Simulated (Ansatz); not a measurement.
# C₄H₈BN: one species, many methods

One table from this session's results is given with a row withheld; the runs are named, their logs left out.

The runs use Ansatz 0.2.0, Gaussian basis; functionals in def2-TZVPP, the program's frozen cores in correlated methods.

Plan: PBE-D4, r2SCAN-D4, PBE0-D4, B3LYP-D4, ωB97X-V, ωB97M-V, B2PLYP; CCSD(T)/def2-TZVPP; MP2/def2-QZVPP; extrapolation to the limit.

**Structure used throughout**

All runs share one geometry, relaxed beforehand with PBE0-D4 in a triple-zeta def2 set.

SMILES `C=C=NB(C)C`, 14 atoms, charge 0, spin multiplicity 1.

Atoms are counted from 1 here; the program's logs count them from 0.

Bond lengths: C1–C2 1.312 Å, C1–H7 1.081 Å, C1–H8 1.081 Å, C2–N3 1.193 Å, N3–B4 1.398 Å, B4–C5 1.572 Å, B4–C6 1.572 Å, C5–H9 1.091 Å, C5–H10 1.097 Å, C5–H11 1.094 Å, C6–H12 1.094 Å, C6–H13 1.097 Å, C6–H14 1.091 Å. Angles: C2–C1–H7 120.2°, C2–C1–H8 120.2°, H7–C1–H8 119.6°, C1–C2–N3 180.0°, C2–N3–B4 180.0°, N3–B4–C5 119.0°, N3–B4–C6 119.0°, C5–B4–C6 122.0°, B4–C5–H9 114.1°, B4–C5–H10 109.0°, B4–C5–H11 111.1°, H9–C5–H10 107.7°, H9–C5–H11 108.8°, H10–C5–H11 105.8°, B4–C6–H12 111.0°, B4–C6–H13 109.0°, B4–C6–H14 114.1°, H12–C6–H13 105.8° and more.

Coordinates:

```xyz
14
C4H8BN
C    -2.8932   -0.3435    1.4034
C    -1.7197   -0.2049    0.8344
N    -0.6522   -0.0789    0.3168
B     0.5987    0.0684   -0.2898
C     1.7101   -1.0092   -0.0146
C     0.8512    1.3075   -1.2243
H    -3.6649    0.3972    1.2462
H    -3.0946   -1.1994    2.0323
H     1.3435   -1.9122    0.4754
H     2.4809   -0.5695    0.6302
H     2.2214   -1.2920   -0.9397
H     1.8154    1.7751   -1.0025
H     0.9187    0.9636   -2.2635
H     0.0717    2.0689   -1.1756
```

Set-up of the first run:

in.yaml

```yaml
crystal:
  periodic: [false, false, false]
  atoms:
    - {symbol: C, position_ang: [-2.893238, -0.343461, 1.403427]}
    - {symbol: C, position_ang: [-1.719706, -0.204940, 0.834361]}
    - {symbol: N, position_ang: [-0.652175, -0.078940, 0.316836]}
    - {symbol: B, position_ang: [0.598703, 0.068439, -0.289755]}
    - {symbol: C, position_ang: [1.710147, -1.009219, -0.014554]}
    - {symbol: C, position_ang: [0.851183, 1.307455, -1.224266]}
    - {symbol: H, position_ang: [-3.664851, 0.397161, 1.246161]}
    - {symbol: H, position_ang: [-3.094574, -1.199418, 2.032314]}
    - {symbol: H, position_ang: [1.343506, -1.912209, 0.475425]}
    - {symbol: H, position_ang: [2.480887, -0.569509, 0.630167]}
    - {symbol: H, position_ang: [2.221373, -1.292007, -0.939692]}
    - {symbol: H, position_ang: [1.815402, 1.775063, -1.002535]}
    - {symbol: H, position_ang: [0.918660, 0.963571, -2.263501]}
    - {symbol: H, position_ang: [0.071683, 2.068916, -1.175588]}
basis:
  gaussian: {orbitals: def2-TZVPP}
hamiltonian: {xc: pbe, dispersion: d4}
output: {forces: true, orbitals: {seedname: orbitals}}
```

On the command line:

```console
ansatz run in.yaml --threads 4 --pin off --events-out ev --progress --plain --max-ram 10444MiB
```

Among the steps run: PBE-D4 (GGA); r2SCAN-D4 (meta-GGA); PBE0-D4 (hybrid); B3LYP-D4 (hybrid); ωB97X-V (range-separated); ωB97M-V (range-separated); B2PLYP (double hybrid); CCSD(T) in def2-TZVPP; MP2 in def2-QZVPP.

One of the session's tables, all rows but one given; the rest of the session is left out.

| method | atoms, summed (eV) | atomisation energy (kJ/mol) |
| --- | --- | --- |
| PBE-D4 | -6376.254 | 6046.6 |
| r2SCAN-D4 | -6382.400 | 5905.3 |
| PBE0-D4 | -6378.128 | 5931.8 |
| B3LYP-D4 | -6387.139 | 5904.7 |
| ωB97X-V | -6384.618 | 5865.2 |
| ωB97M-V | -6383.265 | 5887.4 |
| B2PLYP | ? | ? |
| HF/def2-TZVPP | -6359.395 | 4349.7 |
| MP2/def2-TZVPP | -6370.356 | 5802.7 |
| CCSD/def2-TZVPP | -6373.580 | 5609.0 |
| CCSD(T)/def2-TZVPP | -6373.898 | 5698.4 |
| MP2/CBS | -6372.213 | 5937.1 |
| CCSD(T)/CBS | -6375.755 | 5832.8 |

Estimate the missing values for B2PLYP.

**Answer.** atoms, summed (eV): -6381.119; atomisation energy (kJ/mol): 5834.0. In the column «atoms, summed (eV)» it lies between r2SCAN-D4 (-6382.400) and PBE0-D4 (-6378.128).
